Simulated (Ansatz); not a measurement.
# Cu3Sn2: the cost of one run

Program: Ansatz 0.2.0. Level of theory: DFT PBE, scalar-relativistic, plane waves, PAW. These are calculated values, not measurements.

1 further run of the same task is left out (it didn't finish).

### Step 1. Starting point

Symmetry: P6/mmm, No. 191, hexagonal system. The conventional cell has a = 4.657 Å, b = 4.657 Å, c = 5.900 Å, α = 90.00°, β = 90.00°, γ = 120.00°. Around Cu (site symmetry -6m2) lie 6 Cu at 2.69 Å and 2 Sn at 2.95 Å. Cu (site symmetry 6/mmm) has 6 Cu at 2.69 Å as nearest neighbours. Around Sn (site symmetry -6m2) lie 3 Sn at 2.69 Å and 2 Cu at 2.95 Å.

Structure file:

```xyz
5
Lattice="4.6573 0.0000 0.0000 -2.3286 4.0333 0.0000 0.0000 0.0000 5.9003" Properties=species:S:1:pos:R:3 pbc="T T T"
Cu    0.0000    2.6889    0.0000
Cu    2.3286    1.3444    0.0000
Cu    0.0000    0.0000    0.0000
Sn    0.0000    2.6889    2.9502
Sn    2.3286    1.3444    2.9502
```

Recipe of the guess: random cell by space group and Wyckoff sites (P6/mmm, No. 191). The dimensions are guesses.

### Step 2. The guess as it stands, on a coarse mesh

input.yaml

```yaml
crystal:
  lattice:
    - [4.65729941, 0.0, 0.0]
    - [-2.32864971, 4.0333396, 0.0]
    - [0.0, 0.0, 5.90031713]
  atoms:
    - { symbol: Cu, position: [0.33333333, 0.66666667, 0.0] }
    - { symbol: Cu, position: [0.66666667, 0.33333333, 0.0] }
    - { symbol: Cu, position: [0.0, 0.0, 0.0] }
    - { symbol: Sn, position: [0.33333333, 0.66666667, 0.5] }
    - { symbol: Sn, position: [0.66666667, 0.33333333, 0.5] }
basis:
  ecutwfc: 420
kpoints:
  mp_grid: { grid: [6, 6, 4] }
hamiltonian:
  xc: pbe
scf:
  occupations: { method: gaussian, width: 0.1 }
  lower_state_search: "off"
output:
  forces: true
  stress: true
  eigenvalues: true
```

Command:

```console
> ansatz run input.yaml --threads 1 --pin off --max-ram 2560MiB --backend cpu --events-out ev --progress --plain --runs-dir out
```

Q: Estimate wall time and peak memory on 1 thread of Arm Neoverse V1, shared host.

About 7.6 s, with a peak of 0.41 GiB.
